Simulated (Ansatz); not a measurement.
**GaH3 (triplet): PBE0, B3LYP over a scan of the distance Ga1–H3, cc-pVDZ**

Aim: run GaH3 (triplet) with these functionals over a scan of the distance Ga1–H3, and hold them against the top wave-function level at the same points.

Program: Ansatz 0.2.0, Gaussian basis. Level of theory: cc-pVDZ, all electrons in the functionals. These are calculated values, not measurements.

To be run: PBE0, B3LYP, at 1.530 Å; 1.792 Å; 1.956 Å; 2.142 Å; 2.442 Å; 2.688 Å; 3.127 Å; 3.528 Å; 4.367 Å; 5.164 Å; 6.552 Å.

21 further runs of the same task are left out: 16 that didn't finish, 5 set aside as unsound or not needed.

**1. What is computed**

The geometry derives from a PBE0/def2-TZVP stationary point (not a proven minimum). One bond is set to the value named and the two fragments are kept rigid. No spin-orbit coupling is included. The filled d shell of Ga may be among the frozen orbitals whatever the setting's name suggests; the logs give the count.

4 atoms, charge 0, spin multiplicity 3.

Atoms are counted from 1 here; the program's logs count them from 0.

Bond lengths: Ga1–H2 1.585 Å, Ga1–H3 1.955 Å, Ga1–H4 1.955 Å, H3–H4 0.811 Å. Angles: H2–Ga1–H3 100.5°, H2–Ga1–H4 100.5°, H3–Ga1–H4 23.9°, Ga1–H3–H4 78.0°, Ga1–H4–H3 78.0°.

Geometry (Å):

```xyz
4

Ga    0.0000    0.0277   -0.0457
H     0.0000   -1.4776   -0.5415
H     0.4054   -0.2202    1.8512
H    -0.4054   -0.2202    1.8512
```

No dispersion term is added. B3LYP takes the VWN-RPA correlation.

The geometry shown and the zero of energy belong to the point 1.956 Å. The yardstick, FCI, and other wave-function levels (R restricted, U unrestricted, valence and pair active spaces) come from earlier runs.

**2. PBE0, 1.530 Å**

The input, in.yaml:

```yaml
crystal:
  periodic: [false, false, false]
  atoms:
    - {symbol: Ga, position_ang: [0.001222, 0.026979, -0.039976]}
    - {symbol: H, position_ang: [0.001222, -1.478346, -0.535754]}
    - {symbol: H, position_ang: [0.318426, -0.166969, 1.444162]}
    - {symbol: H, position_ang: [-0.404196, -0.220905, 1.856900]}
basis:
  gaussian: {orbitals: cc-pVDZ}
magnetization: {spin_polarized: true, initial_magnetization: 2}
hamiltonian: {xc: {name: PBE0}}
output: {orbitals: {seedname: orbitals}}
```

Started as:

```sh
$ ansatz run in.yaml --threads 1 --pin off --events-out ev --progress --plain --max-ram 2393MiB
```

Further steps of the session: PBE0, 1.792 Å; PBE0, 1.956 Å; PBE0, 2.142 Å; PBE0, 2.442 Å; PBE0, 2.688 Å; PBE0, 3.127 Å; PBE0, 3.528 Å; PBE0, 4.367 Å; PBE0, 5.164 Å; PBE0, 6.552 Å; B3LYP, 1.530 Å; B3LYP, 1.792 Å; B3LYP, 1.956 Å; B3LYP, 2.142 Å; B3LYP, 2.442 Å; B3LYP, 2.688 Å; B3LYP, 3.127 Å; B3LYP, 3.528 Å; B3LYP, 4.367 Å; B3LYP, 5.164 Å; B3LYP, 6.552 Å.

Q: Predict the results of all the runs planned. Wanted: span of the FCI curve; largest miss, PBE0; largest miss, B3LYP.

As calculated:

| quantity | value |
| --- | --- |
| span of the FCI curve | 35.2 kcal/mol |
| largest miss, PBE0 | -2.3 kcal/mol (2.688 Å) |
| largest miss, B3LYP | -4.3 kcal/mol (2.688 Å) |

What this shows: Of the functionals, PBE0 keep the smallest largest miss at the points compared (at most 2.3 kcal/mol) and B3LYP strays most (4.3 kcal/mol, at 2.688 Å). Functionals and the yardstick converge differently with the basis, so part of each miss in cc-pVDZ is the basis.
